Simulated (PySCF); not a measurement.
# Br4H6N2Ti (cis-Ti(NH3)2Br4): the cost of one run

Programs: PySCF 2.14.0, with density-fitted response routines of our own. Each step states its level of theory. These are calculated values for one molecule in the gas phase, unless marked as measured. Atoms count from 0, in the outputs and in this text.

### 1 The starting structure

13 atoms, charge 0, multiplicity 1; geometry from: GFN2-xTB. The atoms were then displaced at random by about 0.03 Å, so the start is not that level's minimum.

Bonds of the start (Å): Ti0–N1 2.32, Ti0–Br5 2.41, Ti0–N6 2.31, Ti0–Br10 2.49, Ti0–Br11 2.54, Ti0–Br12 2.34, N1–H2 1.00, N1–H3 1.05, N1–H4 1.01, N6–H7 1.04, N6–H8 1.02, N6–H9 1.02.

### 2 Relaxing the molecule at PBE0-D3(BJ)/def2-SVP

What the job is given:

```
{"job": {"xc": "PBE0", "basis": "def2-SVP", "d3": "d3bj", "grid": 1, "maxiter": 40, "shake": 0.03, "kind": "geom"}, "charge": 0, "multiplicity": 1}
Ti    -0.648330    -0.067030    -0.699020
N     -0.599050    -0.032350     1.618040
H     -0.160050     0.767550     2.027780
H     -0.104320    -0.876290     2.011610
H     -1.571130     0.017260     1.886660
Br    -0.546450     0.024770    -3.108060
N      1.654610     0.001320    -0.576330
H      1.970150    -0.077060    -1.568090
H      2.040080    -0.753090    -0.001750
H      2.021900     0.875140    -0.203510
Br    -3.126130     0.020340    -0.518800
Br    -0.390990     2.437690    -0.379720
Br    -0.509660    -2.390380    -0.466620
```

Started as:

```console
> OMP_NUM_THREADS=1 python probes_run.py task.json out
```

This one command runs all jobs of the session in turn.

Q: Estimate the wall time and peak memory of this first job on 1 thread of Arm Neoverse N1, shared host.

About 14 min, with a peak of 1.6 GiB.
